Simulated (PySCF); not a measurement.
# Cl6Ti ([TiCl6]3-): the cost of one run

Programs: PySCF 2.14.0, with routines of our own; each step states its level. All values are computed. Atoms count from 0.

## Step 1: The system as given

7 atoms, charge -3, states of the metal's open shell are computed; geometry from: model start, shaken.

## Step 2: Optimising the geometry at PBE0-D3(BJ)/def2-SVP

What the job is given:

```
{"job": {"xc": "PBE0", "basis": "def2-SVP", "d3": "d3bj", "grid": 1, "maxiter": 45, "solvent": "water", "kind": "geom"}, "charge": -3, "metal": "Ti", "open_shell": "d1"}
Ti     0.000020     0.004480    -0.004110
Cl    -0.013360    -0.006820     2.365130
Cl     0.000900     0.020100    -2.387380
Cl     2.370690     0.007350     0.005350
Cl    -2.378420    -0.013960    -0.000440
Cl     0.010430     2.359840    -0.006860
Cl    -0.028520    -2.399340    -0.027630
```

Run with:

```console
OMP_NUM_THREADS=1 python lf_run.py task.json out
```

One launch serves the whole session: the jobs run in the order shown.

Q: Estimate the wall time and peak memory of this first job on 1 thread of Arm Neoverse V2, shared host.

About 6 min, with a peak of 1.1 GiB.
